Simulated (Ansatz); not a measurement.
# CH2NSb: the cost of one run

Computed with Ansatz 0.2.0 through its Python package. Level of theory: PBE0+D3(BJ)/def2-SVP.

**1. The system**

Bond lengths: C1–N2 1.364 Å, C1–Sb3 2.002 Å, N2–Sb3 1.986 Å, C1–H4 1.031 Å, Sb3–H5 1.727 Å. Angles: C1–N2–Sb3 70.6°, N2–C1–Sb3 69.4°, N2–C1–H4 149.1°, Sb3–C1–H4 141.1°, C1–Sb3–N2 40.0°, C1–Sb3–H5 92.6°, N2–Sb3–H5 93.2°.

ch2nsb.xyz, read by the script:

```xyz
5

C    -0.10910   -0.82970    0.16480
N     0.44440   -0.07600    1.15790
Sb    0.92310    0.70360   -0.60450
H    -0.73850   -1.59570   -0.11840
H    -0.47000    1.72410   -0.64120
```

**2. Script**

File ch2nsb_relaxed_scan.py:

```python
import logging
import sys

import ansatz
import numpy as np

logging.basicConfig(stream=sys.stdout, format="%(levelname)s %(message)s")
log = logging.getLogger("ch2nsb")
log.setLevel(logging.INFO)

mol = ansatz.Crystal.molecule_from_extxyz("ch2nsb.xyz")

calc = (
    mol.calculation()
    .basis(gaussian="def2-SVP")
    .functional("PBE0", dispersion="d3bj")
)
symbols = [site.symbol for site in mol.cartesian_sites]
pairs = [(0, 1), (0, 2), (0, 3), (1, 2), (2, 4)]
print("held (A)   E (eV)        ", "  ".join(f"{symbols[i]}{i}-{symbols[j]}{j}" for i, j in pairs))
for length in [1.25, 1.36, 1.47, 1.64, 1.84]:
    report = calc.relax(constraints=[ansatz.DistanceConstraint((0, 1), at=length)], force_tolerance=0.02, max_steps=60).run(threads=1, backend="cpu").report
    xyz = np.array(report["positions_ang"])
    print(f"{length:6.2f} {report['free_energy_ev']:14.5f}  ", "  ".join(f"{np.linalg.norm(xyz[i] - xyz[j]):.3f}" for i, j in pairs))
```

**3. What the engine is handed**

The engine receives this input (first run):

```yaml
crystal:
  periodic: [false, false, false]
  atoms:
    - { symbol: C, position_ang: [-0.1091, -0.8297, 0.1648] }
    - { symbol: "N", position_ang: [0.4444, -0.076, 1.1579] }
    - { symbol: Sb, position_ang: [0.9231, 0.7036, -0.6045] }
    - { symbol: H, position_ang: [-0.7385, -1.5957, -0.1184] }
    - { symbol: H, position_ang: [-0.47, 1.7241, -0.6412] }
basis:
  gaussian:
    orbitals: def2-SVP
hamiltonian:
  xc: pbe0
  dispersion: d3bj
relax:
  f_tol: 0.02
  max_steps: 60
  constraints:
    - { distance: [0, 1], at: 1.25 }
```

**4. Launch**

Launch:

```bash
python ch2nsb_relaxed_scan.py
```

Q: Estimate wall time and peak memory on 1 thread of Arm Neoverse V2, shared host.

About 85 s, with a peak of 0.21 GiB.
